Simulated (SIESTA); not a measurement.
InAu3 under changes of volume

One of the cells (19.981 Å³/atom); the others are scaled copies at fixed shape and fractional positions:

```xyz
4
Lattice="3.1815 0.0000 0.0000 -1.5908 2.7553 0.0000 0.0000 0.0000 9.1176" Properties=species:S:1:pos:R:3 pbc="T T T"
Au    0.0000    1.8369    6.8528
Au    0.0000    1.8369    2.2648
Au    1.5908    0.9184    4.5588
In    1.5908    0.9184    0.0000
```

The cell comes from a database or a generator and needn't be the stable form of this composition.

```yaml
Program: SIESTA 5.4.2
Functional: PBEsol
Potentials_or_basis: PseudoDojo 0.4 standard (PBEsol files)
Basis: DZP (energy shift 0.003 Ry; two zetas on semicore shells)
Grid_cutoff: 800 Ry
Energy_shift: 0.003 Ry
k_mesh: 10 × 10 × 3
Occupations: fermi-dirac, width 0.05 eV
Spin: no spin polarisation
```

| volume (Å³/atom) | energy over the lowest point (meV/atom) | pressure (GPa) | largest force (eV/Å) |
| --- | --- | --- | --- |
| 18.414 | 0.00 | -0.1 | 0.253 |
| 18.806 | 3.48 | -2.7 | 0.268 |
| 19.198 | 13.03 | -5.0 | 0.274 |
| 19.981 | 46.99 | -8.6 | 0.281 |
| 20.373 | 69.79 | -10.0 | 0.296 |
| 20.765 | ? | ? | ? |

Q: What does the run at 20.765 Å³/atom give?

A: Energy over the lowest point 95.87 meV/atom; pressure -11.2 GPa; largest force 0.296 eV/Å.

Worked out: A Birch-Murnaghan fit of order 3 (a polynomial in V^(-2/3)) to the other rows has its minimum at 18.41 Å³/atom, just outside them, with B0 = V·E''(V) = 139 GPa and B' = 6.7 at fixed shape and positions, which overstates the stiffness. It gives 95.65 meV/atom at 20.765 Å³/atom, against the run's 95.87, and -dE/dV = -11.1 GPa, against -11.2.

Energies are extrapolated to zero smearing.

Caveats: short orbitals over semicore shells can move pressures by several GPa; the basis of atomic orbitals isn't converged, which shifts pressures, moduli and gaps.
